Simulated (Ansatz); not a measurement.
# GaP4: the cost of one run

Computed with Ansatz 0.2.0 (DFT PBE, scalar-relativistic, plane waves, PAW, unless a step's input says otherwise).

1 further run of the same task is left out (it didn't finish).

## Step 1: The structure to begin with

The structure is hexagonal, space group P6/mmm (No. 191). The conventional cell has a = 3.949 Å, b = 3.949 Å, c = 8.904 Å, α = 90.00°, β = 90.00°, γ = 120.00°. Ga (site symmetry 6/mmm) has 6 P at 2.28 Å as nearest neighbours. P (site symmetry -6m2) is surrounded by 3 P at 2.28 Å. P (site symmetry -6m2) has 3 Ga at 2.28 Å and 3 P at 2.28 Å as nearest neighbours.

Structure file:

```cif
data_structure
_symmetry_space_group_name_H-M 'P6/mmm'
_symmetry_Int_Tables_number 191
_cell_length_a 3.9492
_cell_length_b 3.9492
_cell_length_c 8.9038
_cell_angle_alpha 90.000
_cell_angle_beta 90.000
_cell_angle_gamma 120.000
_cell_volume 120.26
loop_
_atom_site_label
_atom_site_type_symbol
_atom_site_symmetry_multiplicity
_atom_site_Wyckoff_symbol
_atom_site_fract_x
_atom_site_fract_y
_atom_site_fract_z
_atom_site_occupancy
Ga1 Ga 1 b 0.00000 0.00000 0.50000 1
P1 P 2 c 0.33333 0.66667 0.00000 1
P2 P 2 d 0.33333 0.66667 0.50000 1
```

The cell is invented: random cell by space group and Wyckoff sites (P6/mmm, No. 191). The dimensions are guesses.

## Step 2: The guess as it stands, on a coarse mesh

Contents of input.yaml:

```yaml
crystal:
  lattice:
    - [3.9491925, 0.0, 0.0]
    - [-1.97459625, 3.42010103, 0.0]
    - [0.0, 0.0, 8.90378188]
  atoms:
    - { symbol: Ga, position: [0.0, 0.0, 0.5] }
    - { symbol: P, position: [0.33333333, 0.66666667, 0.0] }
    - { symbol: P, position: [0.66666667, 0.33333333, 0.0] }
    - { symbol: P, position: [0.33333333, 0.66666667, 0.5] }
    - { symbol: P, position: [0.66666667, 0.33333333, 0.5] }
basis:
  ecutwfc: 420
kpoints:
  mp_grid: { grid: [6, 6, 2] }
hamiltonian:
  xc: pbe
scf:
  occupations: { method: gaussian, width: 0.1 }
  lower_state_search: "off"
output:
  forces: true
  stress: true
  eigenvalues: true
```

Launch:

```sh
> ansatz run input.yaml --threads 1 --pin off --max-ram 2560MiB --backend cpu --events-out ev --progress --plain --runs-dir out
```

Q: Estimate wall time and peak memory on 1 thread of Arm Neoverse V1, shared host.

About 4 s, with a peak of 0.35 GiB.
